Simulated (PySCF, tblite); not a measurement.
# C6H6N2: Lewis adducts, NMR shifts, part 2 of 3

tblite 0.8.0 and PySCF 2.14.0. Atoms count from 0. The steps go on from the part before.

## 10. Single point (C₆H₇N₂−): wB97X-D3(BJ)/ma-def2-SVP in water

Geometry: PBE0-D3(BJ)/ma-def2-SVP.

What the job is given:

```
{"job": {"kind": "sp", "xc": "wB97X", "basis": "ma-def2-SVP", "d3": "d3bj", "grid": 2, "solvent": "water"}, "charge": -1, "multiplicity": 1}
C     -1.718553    -0.953738    -0.211762
C     -1.092280     0.352145     0.192412
C     -1.604492     1.555115    -0.260635
N     -2.039783     2.594252    -0.631983
C      0.205029     0.362166     0.919502
C      1.504427     0.223714     0.055436
C      1.732840    -1.105767    -0.489095
N      1.936757    -2.181836    -0.873066
H     -2.794266    -0.828642    -0.425430
H     -1.277436    -1.442193    -1.109353
H      0.332429     1.317248     1.460617
H      0.244694    -0.439937     1.686645
H      1.444131     0.941789    -0.777269
H      2.403541     0.476914     0.649920
H     -1.639619    -1.703390     0.602872
```

Output:

```text
final grid: 126840 points
cycle   1  E = -342.3368835612  dE = -4.185e-03  |g| = 5.944e-02  |ddm| = 1.649e+00
cycle   2  E = -342.3371178621  dE = -2.343e-04  |g| = 6.532e-02  |ddm| = 4.961e-01
cycle   3  E = -342.3380897549  dE = -9.719e-04  |g| = 1.197e-02  |ddm| = 1.325e-01
cycle   4  E = -342.3381862991  dE = -9.654e-05  |g| = 4.094e-03  |ddm| = 1.820e-01
cycle   5  E = -342.3382021872  dE = -1.589e-05  |g| = 1.298e-03  |ddm| = 8.030e-02
cycle   6  E = -342.3382033178  dE = -1.131e-06  |g| = 6.992e-04  |ddm| = 2.053e-02
cycle   7  E = -342.3382035795  dE = -2.617e-07  |g| = 2.596e-04  |ddm| = 1.035e-02
cycle   8  E = -342.3382036134  dE = -3.388e-08  |g| = 1.040e-04  |ddm| = 1.958e-03
cycle   9  E = -342.3382036199  dE = -6.430e-09  |g| = 2.515e-05  |ddm| = 1.199e-03
converged SCF energy = -342.3382036199
```

It took 9.3 s on 1 thread of Arm Neoverse V2, shared host; peak memory 1.1 GiB.

## 11. Single point (C₆H₆N₂): wB97X-D3(BJ)/ma-def2-SVP in water

Geometry: PBE0-D3(BJ)/ma-def2-SVP.

What the job is given:

```
{"job": {"kind": "sp", "xc": "wB97X", "basis": "ma-def2-SVP", "d3": "d3bj", "grid": 2, "solvent": "water"}, "charge": 0, "multiplicity": 1}
C     -1.750833    -0.986006    -0.013488
C     -0.995762     0.108382     0.161460
C     -1.402924     1.365830    -0.401512
N     -1.681411     2.405194    -0.834042
C      0.318862     0.122121     0.897905
C      1.517114     0.365625    -0.031867
C      1.704163    -0.722614    -0.984437
N      1.831149    -1.610667    -1.715128
H     -2.688523    -0.949378    -0.570777
H     -1.436900    -1.947453     0.398980
H      0.308659     0.921010     1.656048
H      0.444903    -0.833116     1.427026
H      1.391086     1.307750    -0.590755
H      2.439481     0.468908     0.560793
```

Output:

```text
final grid: 121464 points
cycle   1  E = -341.6190827409  dE = -2.404e-03  |g| = 7.688e-02  |ddm| = 4.664e-01
cycle   2  E = -341.6184412267  dE =  6.415e-04  |g| = 9.660e-02  |ddm| = 3.177e-01
cycle   3  E = -341.6204345225  dE = -1.993e-03  |g| = 8.720e-03  |ddm| = 1.062e-01
cycle   4  E = -341.6204707083  dE = -3.619e-05  |g| = 3.400e-03  |ddm| = 6.628e-02
cycle   5  E = -341.6204742574  dE = -3.549e-06  |g| = 6.557e-04  |ddm| = 1.283e-02
cycle   6  E = -341.6204744823  dE = -2.249e-07  |g| = 4.690e-04  |ddm| = 3.432e-03
cycle   7  E = -341.6204745576  dE = -7.533e-08  |g| = 1.801e-04  |ddm| = 1.292e-03
cycle   8  E = -341.6204745737  dE = -1.603e-08  |g| = 5.018e-05  |ddm| = 8.473e-04
cycle   9  E = -341.6204745757  dE = -2.039e-09  |g| = 1.948e-05  |ddm| = 2.993e-04
converged SCF energy = -341.6204745757
```

Run time: 8.3 s. Hardware: 1 thread of Arm Neoverse V2, shared host; peak memory 1 GiB.

## 12. Single point (H−): wB97X-D3(BJ)/aug-cc-pVQZ in water

Geometry: atom.

What the job is given:

```
{"job": {"kind": "sp", "xc": "wB97X", "basis": "aug-cc-pVQZ", "d3": "d3bj", "grid": 2, "solvent": "water"}, "charge": -1, "multiplicity": 1}
H      0.000000     0.000000     0.000000
```

Output:

```text
final grid: 5376 points
cycle   1  E = -0.6614420995  dE = -2.547e-02  |g| = 6.532e-02  |ddm| = 5.429e-01
cycle   2  E = -0.6652462387  dE = -3.804e-03  |g| = 2.347e-02  |ddm| = 2.432e-01
cycle   3  E = -0.6659878806  dE = -7.416e-04  |g| = 2.179e-03  |ddm| = 1.383e-01
cycle   4  E = -0.6659961588  dE = -8.278e-06  |g| = 1.140e-04  |ddm| = 1.503e-02
cycle   5  E = -0.6659961632  dE = -4.400e-09  |g| = 1.569e-05  |ddm| = 4.564e-04
converged SCF energy = -0.6659961632
```

It took 0.05 s on 1 thread of Arm Neoverse V2, shared host.

## 13. Relaxing the molecule with GFN2-xTB

This step treats C6H7N2O−, `N#CCCC(=C=[N-])CO`.

What the job is given:

```
{"job": {"kind": "relax", "xc": "GFN2-xTB", "basis": "xTB"}, "charge": -1, "multiplicity": 1}
C     -1.734600    -0.992100    -0.018800
C     -1.006500     0.117000     0.138400
C     -1.385500     1.358200    -0.398300
N     -1.683900     2.419800    -0.854600
C      0.315600     0.118300     0.909200
C      1.506100     0.363900    -0.040600
C      1.704600    -0.716800    -0.995400
N      1.842600    -1.601700    -1.710100
H     -2.679500    -0.956200    -0.572000
H     -1.446300    -1.950100     0.404300
H      0.301700     0.917000     1.649200
H      0.436500    -0.839800     1.426900
H      1.379900     1.310100    -0.574200
H      2.446900     0.467000     0.551900
O     -2.571900    -0.768300     1.182000
H     -3.108700    -0.650600     1.992600
```

Output:

```text
step      E/eV     max force
  0    -715.64247    7.433
  1    -716.33684    5.406
  2    -716.70005    4.126
  3    -717.06321    3.911
  4    -717.32782    2.186
  5    -717.44582    3.926
  6    -717.70892    2.683
  7    -717.99021    2.302
  8    -718.22290    1.964
  9    -718.42354    1.584
 10    -718.54570    1.361
 11    -718.68210    1.310
 12    -718.71555    2.557
 13    -718.83625    1.077
 14    -718.88058    0.876
 15    -718.92908    0.431
 16    -718.93921    0.426
 17    -718.96083    0.363
 18    -718.97107    0.333
 19    -718.98816    0.388
 20    -719.00460    0.395
 21    -719.02819    0.506
 22    -719.05378    0.550
 23    -719.06960    0.384
 24    -719.07711    0.567
 25    -719.08856    0.489
 26    -719.09512    0.373
 27    -719.10542    0.327
 28    -719.11107    0.227
 29    -719.11696    0.256
 30    -719.12255    0.206
 31    -719.12328    0.639
 32    -719.13016    0.197
 33    -719.13388    0.170
 34    -719.13960    0.275
 35    -719.14290    0.134
 36    -719.14803    0.144
 37    -719.15270    0.185
 38    -719.15674    0.242
 39    -719.16189    0.196
 40    -719.15583    0.866
 41    -719.16770    0.207
 42    -719.16941    0.130
 43    -719.17287    0.182
 44    -719.17531    0.203
 45    -719.17889    0.138
 46    -719.18103    0.106
 47    -719.18327    0.113
 48    -719.18605    0.103
 49    -719.18927    0.117
 50    -719.19133    0.087
 51    -719.19227    0.129
 52    -719.19325    0.132
 53    -719.19414    0.128
 54    -719.19646    0.129
 55    -719.19749    0.123
 56    -719.19886    0.126
 57    -719.20023    0.115
 58    -719.20246    0.102
 59    -719.20492    0.096
 60    -719.20691    0.122
 61    -719.20824    0.119
 62    -719.20865    0.203
 63    -719.20980    0.057
 64    -719.21029    0.043
 65    -719.21107    0.050
 66    -719.21157    0.047
 67    -719.21210    0.061
 68    -719.21242    0.063
 69    -719.21267    0.080
 70    -719.21291    0.079
 71    -719.21325    0.066
 72    -719.21359    0.053
 73    -719.21400    0.051
 74    -719.21459    0.054
 75    -719.21541    0.062
 76    -719.21630    0.064
 77    -719.21711    0.063
 78    -719.21790    0.077
 79    -719.21885    0.085
 80    -719.22001    0.083
 81    -719.22113    0.076
 82    -719.22201    0.071
 83    -719.22288    0.088
 84    -719.22413    0.112
 85    -719.22564    0.124
 86    -719.22694    0.095
 87    -719.22777    0.070
 88    -719.22832    0.061
 89    -719.22868    0.099
 90    -719.22935    0.093
 91    -719.23003    0.129
 92    -719.23098    0.065
 93    -719.23165    0.068
 94    -719.23265    0.108
 95    -719.23347    0.075
 96    -719.23422    0.111
 97    -719.23478    0.077
 98    -719.23537    0.064
 99    -719.23568    0.050
100    -719.23587    0.042
101    -719.23600    0.022
102    -719.23609    0.018
103    -719.23617    0.029
104    -719.23624    0.028
105    -719.23631    0.026
106    -719.23636    0.024
107    -719.23639    0.014
108    -719.23643    0.015
109    -719.23652    0.033
110    -719.23668    0.048
111    -719.23688    0.064
112    -719.23707    0.039
113    -719.23721    0.027
114    -719.23733    0.029
115    -719.23752    0.044
116    -719.23773    0.038
117    -719.23791    0.043
118    -719.23808    0.040
119    -719.23821    0.034
120    -719.23830    0.025
121    -719.23833    0.014
122    -719.23836    0.013
123    -719.23838    0.021
124    -719.23841    0.025
125    -719.23845    0.022
126    -719.23848    0.015
127    -719.23853    0.020
128    -719.23859    0.026
129    -719.23868    0.029
130    -719.23877    0.021
131    -719.23882    0.022
132    -719.23885    0.015
133    -719.23886    0.015
134    -719.23889    0.012
135    -719.23890    0.009
```

Wall time 1.3 s (1 thread of Arm Neoverse V2, shared host).

Step by step: (not every step is listed)

```csv
step,energy from step 0 (eV),largest force (eV/Å)
0,0.0000,7.4329
1,-0.6944,5.4062
2,-1.0576,4.1264
3,-1.4207,3.9114
4,-1.6853,2.1855
5,-1.8034,3.9257
6,-2.0665,2.6827
7,-2.3477,2.3015
8,-2.5804,1.9640
20,-3.3621,0.3945
32,-3.4877,0.1969
44,-3.5328,0.2027
56,-3.5564,0.1259
68,-3.5699,0.0631
80,-3.5775,0.0826
92,-3.5885,0.0652
104,-3.5938,0.0275
116,-3.5953,0.0384
128,-3.5961,0.0263
130,-3.5963,0.0211
131,-3.5964,0.0218
132,-3.5964,0.0146
133,-3.5964,0.0154
134,-3.5964,0.0120
135,-3.5964,0.0095
```

Close pairs (by a distance rule), those that changed most:

```csv
bond,before (Å),after (Å),change (Å)
C0–C1,1.336,1.483,+0.147
C4–C5,1.543,1.594,+0.051
C1–C4,1.530,1.482,-0.048
C1–C2,1.404,1.360,-0.044
C5–C6,1.456,1.424,-0.032
C2–N3,1.193,1.171,-0.022
C0–O14,1.481,1.459,-0.022
C5–H13,1.117,1.095,-0.021
```

The end geometry stands in the next job.

## 14. Infrared spectrum with GFN2-xTB

What the job is given:

```
{"job": {"kind": "ir", "xc": "GFN2-xTB", "basis": "xTB"}, "charge": -1, "multiplicity": 1}
C     -1.793773    -0.876525     0.030458
C     -1.060017     0.367735     0.368171
C     -1.549993     1.579187    -0.008668
N     -1.981897     2.632156    -0.284655
C      0.309446     0.274290     0.927780
C      1.460195     0.234471    -0.174435
C      1.674940    -1.065515    -0.714636
N      1.873548    -2.127123    -1.115759
H     -2.490636    -0.715826    -0.808870
H     -1.116512    -1.699001    -0.228667
H      0.535755     1.155165     1.539183
H      0.422059    -0.617689     1.552670
H      1.181342     0.925827    -0.972950
H      2.400377     0.570952     0.276055
O     -2.582853    -1.407672     1.136433
H     -2.964825    -0.634675     1.568319
```

Output:

```text
mode    cm-1     km/mol
  1      36.5      6.82
  2      47.7      5.01
  3      67.7      9.56
  4      94.1      5.54
  5     156.2      5.31
  6     194.4     13.39
  7     279.2     39.86
  8     285.1     66.05
  9     359.9     14.62
 10     375.8      3.69
 11     429.7     20.48
 12     462.3     56.77
 13     529.2     14.91
 14     577.6      0.73
 15     758.4     16.96
 16     805.1    155.05
 17     864.6    108.37
 18     896.6    135.85
 19     936.3     72.41
 20     943.6     14.25
 21    1017.0     12.71
 22    1102.3      1.86
 23    1134.1     10.14
 24    1150.7     63.39
 25    1244.3     31.06
 26    1261.0     67.86
 27    1286.7     25.86
 28    1307.9     54.35
 29    1327.5     92.85
 30    1391.9     25.50
 31    1428.7      2.45
 32    1464.5      3.51
 33    1477.0      1.04
 34    2278.8   1172.29
 35    2337.1    616.91
 36    2820.2    131.81
 37    2903.7     34.63
 38    2908.9     61.32
 39    2919.9    105.04
 40    2929.2     82.56
 41    2968.6     29.27
 42    3534.3     10.18
ZPE 306.808  H(298)-E 336.403  G(298)-E 213.868 kJ/mol  S 410.99 J/(mol K)
```

Wall time 0.43 s (1 thread of Arm Neoverse V2, shared host).

Which atoms move in the most intense modes:

```csv
cm⁻¹,km/mol,atoms
805,155.1,"C4 44 %, C5 20 %"
865,108.4,"C0 23 %, O14 18 %, C5 11 %"
897,135.8,"C0 45 %, O14 20 %"
1328,92.8,"H9 36 %, H8 28 %, H15 12 %"
2279,1172.3,"C2 61 %, N3 31 %"
2337,616.9,"C6 58 %, N7 36 %"
2820,131.8,H8 93 %
2920,105.0,"H13 62 %, H10 16 %, H11 10 %"
```

## 15. Geometry optimisation at PBE0-D3(BJ)/ma-def2-SVP

This step treats C₆H₇N₂O−, `N#CCCC(=C=[N-])CO`.

The job, as its differences from that of step 14:

```diff
@@ -1,2 +1,2 @@
-{"job": {"kind": "ir", "xc": "GFN2-xTB", "basis": "xTB"}, "charge": -1, "multiplicity": 1}
+{"job": {"xc": "PBE0", "basis": "ma-def2-SVP", "d3": "d3bj", "grid": 1, "kind": "geom"}, "charge": -1, "multiplicity": 1}
 C     -1.793773    -0.876525     0.030458
```

Output:

```text
step   0  E = -416.80179804  max force = 0.028447
step   1  E = -416.80598258  max force = 0.004241
step   2  E = -416.80643555  max force = 0.002135
step   3  E = -416.80650752  max force = 0.006348
step   4  E = -416.80696570  max force = 0.001813
step   5  E = -416.80711200  max force = 0.000835
step   6  E = -416.80712321  max force = 0.000848
step   7  E = -416.80712706  max force = 0.000295
optimisation converged
```

Run time: 1.9 min. Hardware: 1 thread of Arm Neoverse V2, shared host; peak memory 0.82 GiB.

Relaxation path:

```csv
step,energy from step 0 (eV),largest force component (eV/Å)
0,0.0000,1.4628
1,-0.1139,0.2181
2,-0.1262,0.1098
3,-0.1282,0.3264
4,-0.1406,0.0932
5,-0.1446,0.0429
6,-0.1449,0.0436
7,-0.1450,0.0152
```

Distances of close pairs at the start and the end, largest changes first:

```csv
bond,before (Å),after (Å),change (Å)
C4–C5,1.594,1.550,-0.044
C5–C6,1.424,1.456,+0.032
C1–C2,1.360,1.391,+0.031
C1–C4,1.482,1.499,+0.017
C4–H10,1.096,1.109,+0.013
C5–H13,1.095,1.107,+0.011
C2–N3,1.171,1.182,+0.011
C5–H12,1.092,1.103,+0.010
```

The end geometry stands in the next job.

```csv
at the end point,value
point group (found at 0.08 Å tolerance),C1
"rotational constants (GHz, main isotopes)","1.927, 1.102, 0.845"
```

## 16. Single point (C₆H₇N₂O−): wB97X-D3(BJ)/ma-def2-SVP

Geometry: PBE0-D3(BJ)/ma-def2-SVP.

What the job is given:

```
{"job": {"kind": "sp", "xc": "wB97X", "basis": "ma-def2-SVP", "d3": "d3bj", "grid": 2}, "charge": -1, "multiplicity": 1}
C     -1.853248    -1.052262     0.193135
C     -1.070799     0.199975     0.276284
C     -1.534797     1.376893    -0.301798
N     -1.883386     2.398675    -0.783252
C      0.285297     0.222937     0.915592
C      1.455288     0.420977    -0.081965
C      1.663219    -0.717420    -0.966290
N      1.864307    -1.644912    -1.632787
H     -2.562044    -1.003506    -0.654330
H     -1.206423    -1.934387     0.030143
H      0.397279     1.036790     1.660493
H      0.448824    -0.716909     1.470379
H      1.234940     1.305957    -0.701768
H      2.414226     0.611280     0.436598
O     -2.610640    -1.373866     1.393857
H     -2.733931    -0.512687     1.810845
```

Output:

```text
coarse grid: 14072 points
cycle   1  E = -417.2021230304  dE =  1.269e+00  |g| = 8.649e-01  |ddm| = 6.126e+00
cycle   2  E = -417.1123930137  dE =  8.973e-02  |g| = 1.163e+00  |ddm| = 3.223e+00
cycle   3  E = -417.3833971252  dE = -2.710e-01  |g| = 1.205e-01  |ddm| = 1.500e+00
cycle   4  E = -417.3862385026  dE = -2.841e-03  |g| = 6.472e-02  |ddm| = 4.103e-01
cycle   5  E = -417.3871564480  dE = -9.179e-04  |g| = 1.577e-02  |ddm| = 2.099e-01
cycle   6  E = -417.3872170384  dE = -6.059e-05  |g| = 4.483e-03  |ddm| = 6.699e-02
cycle   7  E = -417.3872241843  dE = -7.146e-06  |g| = 1.208e-03  |ddm| = 2.726e-02
final grid: 138048 points
cycle   8  E = -417.4384238451  dE = -2.163e-05  |g| = 5.529e-03  |ddm| = 9.282e-02
cycle   9  E = -417.4384231173  dE =  7.277e-07  |g| = 6.214e-03  |ddm| = 2.291e-02
cycle  10  E = -417.4384301291  dE = -7.012e-06  |g| = 3.776e-04  |ddm| = 8.749e-03
cycle  11  E = -417.4384301680  dE = -3.888e-08  |g| = 3.417e-04  |ddm| = 3.667e-03
cycle  12  E = -417.4384301984  dE = -3.047e-08  |g| = 9.015e-05  |ddm| = 2.581e-03
cycle  13  E = -417.4384302023  dE = -3.856e-09  |g| = 3.600e-05  |ddm| = 1.695e-03
converged SCF energy = -417.4384302023
```

Wall time 12 s (1 thread of Arm Neoverse V2, shared host); peak memory 0.98 GiB.

## 17. Single point (C6H7N2O−): wB97X-D3(BJ)/ma-def2-SVP in water

Geometry: PBE0-D3(BJ)/ma-def2-SVP.

The job, as its differences from that of step 16:

```diff
@@ -1,2 +1,2 @@
-{"job": {"kind": "sp", "xc": "wB97X", "basis": "ma-def2-SVP", "d3": "d3bj", "grid": 2}, "charge": -1, "multiplicity": 1}
+{"job": {"kind": "sp", "xc": "wB97X", "basis": "ma-def2-SVP", "d3": "d3bj", "grid": 2, "solvent": "water"}, "charge": -1, "multiplicity": 1}
 C     -1.853248    -1.052262     0.193135
```

Output:

```text
final grid: 138048 points
cycle   1  E = -417.5269333820  dE = -3.440e-03  |g| = 5.792e-02  |ddm| = 2.182e+00
cycle   2  E = -417.5269700241  dE = -3.664e-05  |g| = 6.626e-02  |ddm| = 5.617e-01
cycle   3  E = -417.5279400759  dE = -9.701e-04  |g| = 1.014e-02  |ddm| = 1.324e-01
cycle   4  E = -417.5280039867  dE = -6.391e-05  |g| = 3.222e-03  |ddm| = 1.707e-01
cycle   5  E = -417.5280126303  dE = -8.644e-06  |g| = 1.095e-03  |ddm| = 6.235e-02
cycle   6  E = -417.5280134416  dE = -8.112e-07  |g| = 5.255e-04  |ddm| = 1.213e-02
cycle   7  E = -417.5280136359  dE = -1.943e-07  |g| = 2.417e-04  |ddm| = 5.730e-03
cycle   8  E = -417.5280136670  dE = -3.112e-08  |g| = 9.380e-05  |ddm| = 1.434e-03
cycle   9  E = -417.5280136724  dE = -5.406e-09  |g| = 2.900e-05  |ddm| = 8.152e-04
converged SCF energy = -417.5280136724
```

Wall time 13 s (1 thread of Arm Neoverse V2, shared host); peak memory 1.1 GiB.

## 18. Single point (HO−): wB97X-D3(BJ)/ma-def2-SVP in water

Geometry: PBE0-D3(BJ)/ma-def2-SVP.

What the job is given:

```
{"job": {"kind": "sp", "xc": "wB97X", "basis": "ma-def2-SVP", "d3": "d3bj", "grid": 2, "solvent": "water"}, "charge": -1, "multiplicity": 1}
O     -0.080164    -0.301277     0.352455
H      0.085667     0.303806    -0.380751
```

Output:

```text
final grid: 16584 points
cycle   1  E = -75.8923968387  dE = -1.500e-03  |g| = 4.640e-02  |ddm| = 1.718e-01
cycle   2  E = -75.8923079153  dE =  8.892e-05  |g| = 5.344e-02  |ddm| = 6.034e-02
cycle   3  E = -75.8928505859  dE = -5.427e-04  |g| = 4.730e-03  |ddm| = 3.439e-02
cycle   4  E = -75.8928629950  dE = -1.241e-05  |g| = 7.684e-04  |ddm| = 1.483e-02
cycle   5  E = -75.8928634648  dE = -4.699e-07  |g| = 2.306e-04  |ddm| = 2.619e-03
cycle   6  E = -75.8928634835  dE = -1.865e-08  |g| = 1.209e-05  |ddm| = 4.619e-04
cycle   7  E = -75.8928634836  dE = -1.402e-10  |g| = 1.407e-06  |ddm| = 1.111e-04
converged SCF energy = -75.8928634836
```

It took 0.12 s on 1 thread of Arm Neoverse V2, shared host.

## 19. Lewis adducts: wB97X-D3(BJ)/ma-def2-SVP

This step combines the energies above: geometries from PBE0-D3(BJ)/ma-def2-SVP, zero-point and thermal terms from GFN2-xTB.

What the job is given:

```
{"job": {"kind": "la", "atoms": [0], "partners": ["H-", "OH-"], "geom": {"xc": "PBE0", "basis": "ma-def2-SVP", "d3": "d3bj", "grid": 1}, "level": {"xc": "wB97X", "basis": "ma-def2-SVP", "d3": "d3bj", "solvents": ["water"]}}, "charge": 0, "multiplicity": 1}
C     -1.750833    -0.986006    -0.013488
C     -0.995762     0.108382     0.161460
C     -1.402924     1.365830    -0.401512
N     -1.681411     2.405194    -0.834042
C      0.318862     0.122121     0.897905
C      1.517114     0.365625    -0.031867
C      1.704163    -0.722614    -0.984437
N      1.831149    -1.610667    -1.715128
H     -2.688523    -0.949378    -0.570777
H     -1.436900    -1.947453     0.398980
H      0.308659     0.921010     1.656048
H      0.444903    -0.833116     1.427026
H      1.391086     1.307750    -0.590755
H      2.439481     0.468908     0.560793
```

Output (the driver's rows laid out field by field):

```text
Lewis adducts, wB97X-D3(BJ)/ma-def2-SVP // PBE0-D3(BJ)/ma-def2-SVP

row 1
  formula                 C6H7N2
  charge                  -1
  multiplicity            1
  smiles                  CC(=C=[N-])CCC#N
  kept                    yes
  pieces                  1
  point_group             C1
  partner                 H-
  start_atom              0
  bound_to                0 C 1.11
  nearest                 0 C 1.11
  parent_bonds_kept       yes
  electronic              278.19
  enthalpy                259.71
  free_energy             230.92
  solution                water 117.35
  partner_charge          0.09

row 2
  formula                 C6H7N2O
  charge                  -1
  multiplicity            1
  smiles                  N#CCCC(=C=[N-])CO
  kept                    yes
  pieces                  1
  point_group             C1
  partner                 OH-
  start_atom              0
  bound_to                0 C 1.456
  nearest                 0 C 1.456
  parent_bonds_kept       yes
  electronic              219.9
  enthalpy                210.52
  free_energy             170.09
  solution                water 29.16
  partner_charge          -0.308
```

Wall time 5.2 min (1 thread of Arm Neoverse V2, shared host).

Some single points behind these values are not shown above.

Energy given off on binding (kJ/mol, gas phase, 298 K for the thermal columns):

```csv
partner,nearest atom,electronic,enthalpy,free energy
H-,"C0, 1.11 Å",278.2,259.7,230.9
OH-,"C0, 1.46 Å",219.9,210.5,170.1
```

Enthalpies in a continuum (kJ/mol, same sign): water: H- 117.3, OH- 29.2.

(Part 2 of 3 ends here.)
